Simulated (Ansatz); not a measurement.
# BF2H2O: the cost of one run

Program: Ansatz 0.2.0. Level of theory: UHF/def2-SVP. These are calculated values, not measurements.

## 1. The starting structure

Bond lengths: B1–F2 1.570 Å, B1–H3 1.190 Å, B1–O4 1.410 Å, O4–H5 1.010 Å. Angles: F2–B1–H3 120.0°, F2–B1–O4 120.0°, H3–B1–O4 120.0°, B1–O4–H5 109.5°.

As a file:

```xyz
6

B     0.0000    0.0000    0.0000
F     0.0000    0.0000    1.5700
H     1.0305    0.0000   -0.5950
O    -1.2211    0.0000   -0.7050
H    -1.7308   -0.8467   -0.4965
F     0.0000    0.0000    3.0100
```

## 2. Pulling towards end A

Springs on the bonds that form and break draw the guess towards this end; the thresholds are loose.

Contents of input.yaml:

```yaml
crystal:
  periodic: [false, false, false]
  atoms:
    - { symbol: B, position_ang: [0.0, 0.0, 0.0] }
    - { symbol: F, position_ang: [0.0, 0.0, 1.57] }
    - { symbol: H, position_ang: [1.0305, 0.0, -0.595] }
    - { symbol: O, position_ang: [-1.2211, 0.0, -0.705] }
    - { symbol: H, position_ang: [-1.7308, -0.8467, -0.4965] }
    - { symbol: F, position_ang: [0.0, 0.0, 3.01] }
magnetization:
  spin_polarized: true
  initial_magnetization: 1
basis:
  gaussian: { orbitals: def2-SVP }
hamiltonian:
  xc: hf
relax:
  f_tol: 0.15
  max_steps: 25
  restrain:
    - { distance: [1, 5], at: 2.34, k: 30.0 }
    - { distance: [0, 1], at: 1.32, k: 30.0 }
```

Launch:

```bash
ansatz run input.yaml --threads 1 --pin off --max-ram 2048MiB --backend cpu --events-out ev --progress --plain --runs-dir out
```

Q: Estimate wall time and peak memory on 1 thread of Arm Neoverse V1, shared host.

About 15 s, with a peak of 0.13 GiB.
